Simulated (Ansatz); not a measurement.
# Hafnium, dhcp under LDA: structure, energy and stiffness

What does LDA give for hafnium in the dhcp structure? We relax it, solve it on a dense k-mesh, then scale the cell to 7 volumes from 88 to 112 % of the relaxed one and try a fit of the equation of state. Spin polarisation is left out. The k-meshes are 11×11×3 for the relaxation; 15×15×5 for the dense run; 13×13×4 for the volumes.

Method: DFT LDA (PW92), plane waves (420 eV) with PAW, scalar-relativistic; the PAW data stem from PBE, with regenerated cores, in Ansatz 0.2.0.

## (1) Starting point

It takes space group P6_3/mmc (No. 194, hexagonal). Conventional cell: a = 3.163 Å, b = 3.163 Å, c = 10.331 Å, α = 90.00°, β = 90.00°, γ = 120.00°. Hf (site symmetry -3m) is surrounded by 12 Hf at 3.16 Å. Hf (site symmetry -6m2) has 12 Hf at 3.16 Å as nearest neighbours.

As a file:

```
CELL_PARAMETERS angstrom
3.16320 0.00000 0.00000
-1.58160 2.73941 0.00000
0.00000 0.00000 10.33100
ATOMIC_POSITIONS crystal
Hf 0.00000 0.00000 0.00000
Hf 0.00000 0.00000 0.50000
Hf 0.33333 0.66667 0.25000
Hf 0.66667 0.33333 0.75000
```

## (2) Relaxing cell and atoms

The input, input.yaml:

```yaml
crystal:
  lattice:
    - [3.1631972627, 0.0, 0.0]
    - [-1.5815986313, 2.7394091867, 0.0]
    - [0.0, 0.0, 10.3310022599]
  atoms:
    - { symbol: Hf, position: [0.0, 0.0, 0.0] }
    - { symbol: Hf, position: [0.0, 0.0, 0.5] }
    - { symbol: Hf, position: [0.3333333333, 0.6666666667, 0.25] }
    - { symbol: Hf, position: [0.6666666667, 0.3333333333, 0.75] }
hamiltonian:
  xc: lda
  pseudopotentials:
    kind: paw
    azcp:
      Hf: "pseudopotentials/Hf.paw.azcp"
basis:
  ecutwfc: 420
  fft_grid_basis: typed
kpoints:
  mp_grid: { grid: [11, 11, 3], shift: [0, 0, 0] }
magnetization:
  spin_polarized: false
scf:
  occupations: { method: fermi_dirac, width: 0.1 }
relax:
  max_steps: 60
  f_tol: 0.01
  cell: {}
```

Command:

```
ansatz run input.yaml --threads 2 --pin off --max-ram 5120MiB --backend cpu --events-out ev --progress --plain --runs-dir out
```

After this run come: Single point on a dense mesh; Equation of state: 88 %; Equation of state: 92 %; Equation of state: 96 %; Equation of state: 100 %; Equation of state: 104 %; Equation of state: 108 %; Equation of state: 112 %.

What does the calculation give? Wanted: space group; conventional cell; volume; shortest distance; gap on the mesh; relative to hcp; V₀, B₀, B₀′.

As calculated:

```
                      quantity                                   value
space group (spins left aside)                      P6_3/mmc (No. 194)
             conventional cell  a = 3.111 Å, c = 9.975 Å (c/a = 3.206)
                        volume                          20.904 Å³/atom
             shortest distance                                 3.073 Å
               gap on the mesh            none (levels filled in part)
               relative to hcp                            +57 meV/atom
                   V₀, B₀, B₀′            20.913 Å³/atom, 116 GPa, 3.2
```

From the guessed start the volume shrank by 6.6 % in 6 steps. It lies 57 meV/atom above the element's reference form at the same level (hcp, from a run of its own). No gap shows: it is a metal or semimetal at this level. B₀ comes out at 116 GPa; letting shape and positions relax at each volume could only lower it. Relaxation kept the symmetry; phonons were not checked.
